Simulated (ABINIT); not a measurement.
Crystal: HfGe.

```
CELL_PARAMETERS angstrom
3.50084 0.00000 0.00000
0.00000 3.50084 0.00000
0.00000 0.00000 3.50084
ATOMIC_POSITIONS crystal
Hf 0.00000 0.00000 0.00000
Ge 0.50000 0.50000 0.50000
```

The cell was built by a generator and needn't be a form met in nature.

| Quantity | Value |
| --- | --- |
| Program | ABINIT 10.8.3 (patched build) |
| Task | single point |
| Functional | PBE |
| Potentials or basis | JTH PAW PBE v2.0 |
| Cutoff | 599 eV |
| k mesh | 8 × 8 × 8 |
| Occupations | fermi-dirac, width 0.05 eV |
| Spin | no spin polarisation |

On this cell: pressure -11.9 GPa; largest force zero by symmetry; band gap on the k mesh none (metal or under the smearing width).

The same run follows on a disturbed copy (atoms moved at random, drawn with an rms of 0.05 Å):

```
CELL_PARAMETERS angstrom
3.50084 0.00000 0.00000
0.00000 3.50084 0.00000
0.00000 0.00000 3.50084
ATOMIC_POSITIONS crystal
Hf 0.98994 0.98740 0.99928
Ge 0.51142 0.50983 0.49590
```

Problem. What changes?

Solution. The energy (extrapolated to zero smearing) moves by +5.3 meV/atom; pressure -11.7 GPa; largest force 0.195 eV/Å; band gap on the k mesh none (metal or under the smearing width).

Forces on the atoms (eV/Å):
```
Hf   0.134  0.139 -0.023
Ge  -0.134 -0.139  0.023
```

Stress tensor (GPa, compression positive):
```
-11.78   0.06  -0.01
  0.06 -11.82  -0.01
 -0.01  -0.01 -11.35
```
